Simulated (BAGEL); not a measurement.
**CH3FGeO (SMILES O=[CH][GeH2][F]): HF/3-21G (density fitting with qzvpp-jkfit)**

What is the vertical singlet–triplet gap of CH3FGeO at HF/3-21G (density fitting with qzvpp-jkfit)? 

Program for the calculation: BAGEL 1.2.2.

1 further run of the same task is left out (it didn't finish).

## Step 1: The molecule

CH3FGeO: 7 atoms, total charge 0, spin state singlet. As SMILES, `O=[CH][GeH2][F]`. Geometry: a GFN2-xTB relaxation, a rough one for these elements and not checked as a minimum. This is one conformer, not always the lowest.

Bond lengths: O1–C2 1.192 Å, C2–Ge3 2.021 Å, Ge3–F4 1.754 Å, C2–H5 1.111 Å, Ge3–H6 1.509 Å, Ge3–H7 1.507 Å. Angles: O1–C2–Ge3 125.4°, C2–Ge3–F4 100.1°, O1–C2–H5 121.4°, Ge3–C2–H5 113.1°, C2–Ge3–H6 117.9°, C2–Ge3–H7 118.6°, F4–Ge3–H6 100.7°, F4–Ge3–H7 103.3°, H6–Ge3–H7 112.2°.

## Step 2: The energy at HF/3-21G (density fitting with qzvpp-jkfit)

The input, job.json:

```json
{ "bagel" : [

{
  "title" : "molecule",
  "basis" : "3-21g",
  "df_basis" : "qzvpp-jkfit",
  "angstrom" : true,
  "geometry" : [
    { "atom" : "O", "xyz" : [   -1.110160,    1.823780,   -0.586570 ] },
    { "atom" : "C", "xyz" : [   -0.467430,    0.841770,   -0.794110 ] },
    { "atom" : "Ge", "xyz" : [    0.322220,   -0.363080,    0.623160 ] },
    { "atom" : "F", "xyz" : [    0.139830,   -1.920750,   -0.162650 ] },
    { "atom" : "H", "xyz" : [   -0.275510,    0.483530,   -1.827630 ] },
    { "atom" : "H", "xyz" : [    1.817080,   -0.327390,    0.828400 ] },
    { "atom" : "H", "xyz" : [   -0.426030,   -0.537870,    1.919390 ] }
  ]
},
{ "title" : "hf" },
{ "title" : "print", "file" : "orbitals.molden", "orbitals" : true }

]}
```

Command:

```
$ BAGEL_NUM_THREADS=1 BAGEL job.json > job.out
```

Output:

```text
* using 1 threads per process

  ===============================================================
  ===============================================================

  *** Geometry ***

  { "atom" : "O", "xyz" : [     -2.097898,      3.446445,     -1.108457 ] },
  { "atom" : "C", "xyz" : [     -0.883315,      1.590715,     -1.500650 ] },
  { "atom" : "Ge", "xyz" : [      0.608908,     -0.686122,      1.177602 ] },
  { "atom" : "F", "xyz" : [      0.264240,     -3.629691,     -0.307364 ] },
  { "atom" : "H", "xyz" : [     -0.520638,      0.913739,     -3.453720 ] },
  { "atom" : "H", "xyz" : [      3.433784,     -0.618677,      1.565449 ] },
  { "atom" : "H", "xyz" : [     -0.805080,     -1.016427,      3.627121 ] },

  Number of auxiliary basis functions:      549

  Since a DF basis is specified, we compute 2- and 3-index integrals:
    o Being stored without compression. Storage requirement is 0.013 GB

  Number of basis functions:       55
  Number of electrons      :       58

    * METHOD: MOLECULE                             0.25

  *** RHF ***

  === Nuclear Repulsion ===
   268.9859057027

      * DIIS with orbital gradients will be used.

  === RHF iteration (3-21g) ===
      0      -2277.86723723          0.02845303           0.07
      1      -2277.97895786          0.02230243           0.07
      2      -2278.07877895          0.00216892           0.07
      3      -2278.08073136          0.00121700           0.07
      4      -2278.08129814          0.00036487           0.07
      5      -2278.08142306          0.00009515           0.07
      6      -2278.08142839          0.00002801           0.07
      7      -2278.08142887          0.00001007           0.07
      8      -2278.08142894          0.00000652           0.07
      9      -2278.08142898          0.00000329           0.07
     10      -2278.08142900          0.00000204           0.07
     11      -2278.08142900          0.00000133           0.07
     12      -2278.08142901          0.00000036           0.07
     13      -2278.08142901          0.00000009           0.07
     14      -2278.08142901          0.00000004           0.07
     15      -2278.08142901          0.00000002           0.07
     16      -2278.08142901          0.00000001           0.07
    * SCF iteration converged.

    * Permanent dipole moment:
           (   -0.597158,    -0.295208,    -0.322764) a.u.

    * METHOD: HF                                   1.39

    * METHOD: PRINT                                0.01

  ===============================================================
```

Run time: 1.8 s. Hardware: 1 thread of Arm Neoverse V2, shared host; peak memory 0.099 GiB.

## Step 3: The triplet

The input, input.json:

```json
{ "bagel": [

{
  "title": "molecule",
  "basis": "3-21g",
  "df_basis": "qzvpp-jkfit",
  "angstrom": true,
  "geometry": [
    { "atom": "O", "xyz": [   -1.110160,    1.823780,   -0.586570 ] },
    { "atom": "C", "xyz": [   -0.467430,    0.841770,   -0.794110 ] },
    { "atom": "Ge", "xyz": [    0.322220,   -0.363080,    0.623160 ] },
    { "atom": "F", "xyz": [    0.139830,   -1.920750,   -0.162650 ] },
    { "atom": "H", "xyz": [   -0.275510,    0.483530,   -1.827630 ] },
    { "atom": "H", "xyz": [    1.817080,   -0.327390,    0.828400 ] },
    { "atom": "H", "xyz": [   -0.426030,   -0.537870,    1.919390 ] }
  ]
},
{
  "title": "uhf",
  "nopen": 2
},
{
  "title": "print",
  "file": "orbitals.molden",
  "orbitals": true
}

]}
```

Command:

```
$ BAGEL_NUM_THREADS=1 BAGEL input.json > input.out
```

Output:

```text
* using 1 threads per process

  ===============================================================
  ===============================================================

  *** Geometry ***

  { "atom" : "O", "xyz" : [     -2.097898,      3.446445,     -1.108457 ] },
  { "atom" : "C", "xyz" : [     -0.883315,      1.590715,     -1.500650 ] },
  { "atom" : "Ge", "xyz" : [      0.608908,     -0.686122,      1.177602 ] },
  { "atom" : "F", "xyz" : [      0.264240,     -3.629691,     -0.307364 ] },
  { "atom" : "H", "xyz" : [     -0.520638,      0.913739,     -3.453720 ] },
  { "atom" : "H", "xyz" : [      3.433784,     -0.618677,      1.565449 ] },
  { "atom" : "H", "xyz" : [     -0.805080,     -1.016427,      3.627121 ] },

  Number of auxiliary basis functions:      549

  Since a DF basis is specified, we compute 2- and 3-index integrals:
    o Being stored without compression. Storage requirement is 0.013 GB

  Number of basis functions:       55
  Number of electrons      :       58

    * METHOD: MOLECULE                             0.24

  *** Open-shell HF ***

  === Nuclear Repulsion ===
   268.9859057027

      * DIIS with orbital gradients will be used.

  === UHF iteration (3-21g) ===
      0      -2277.75638764          0.05205892           0.15
      1      -2277.89682185          0.03909602           0.14
      2      -2277.95568244          0.02619751           0.14
      3      -2277.99855351          0.00406682           0.14
      4      -2278.00495002          0.00267586           0.14
      5      -2278.00882638          0.00100837           0.14
      6      -2278.00941827          0.00041824           0.14
      7      -2278.00955016          0.00022568           0.14
      8      -2278.00959590          0.00009108           0.14
      9      -2278.00959942          0.00003157           0.14
     10      -2278.00959994          0.00001576           0.14
     11      -2278.00960006          0.00000951           0.14
     12      -2278.00960011          0.00000547           0.14
     13      -2278.00960013          0.00000315           0.15
     14      -2278.00960014          0.00000183           0.15
     15      -2278.00960014          0.00000118           0.15
     16      -2278.00960014          0.00000068           0.15
     17      -2278.00960014          0.00000042           0.15
     18      -2278.00960014          0.00000031           0.14
     19      -2278.00960014          0.00000022           0.14
     20      -2278.00960014          0.00000014           0.14
     21      -2278.00960014          0.00000009           0.14
     22      -2278.00960014          0.00000006           0.14
     23      -2278.00960014          0.00000003           0.14
     24      -2278.00960014          0.00000001           0.14
     25      -2278.00960014          0.00000001           0.14
    * SCF iteration converged.

    * S^2 (UHF) is 2.0133

    * Permanent dipole moment:
           (   -0.394863,    -0.555978,    -0.326633) a.u.

    * METHOD: UHF                                  3.90

    * METHOD: PRINT                                0.01

  ===============================================================
```

It took 4.5 s on 1 thread of Arm Neoverse V2, shared host; peak memory 0.099 GiB.

## Step 4: Summary of results

Level: HF/3-21G (density fitting with qzvpp-jkfit).

| quantity | value |
| --- | --- |
| singlet: total energy | -2278.08143 Eh |
| singlet: dipole moment | 1.88 D |
| singlet: HOMO energy | -10.77 eV |
| singlet: LUMO energy | 2.38 eV |
| singlet: HOMO–LUMO gap | 13.14 eV |
| triplet: total energy | -2278.00960 Eh |
| triplet: dipole moment | 1.92 D |
| triplet: ⟨S²⟩ | 2.013 |
| vertical energy of the triplet above the singlet | 1.955 eV |

What this shows: At this shape the triplet lies 1.95 eV (45 kcal/mol) above the singlet.
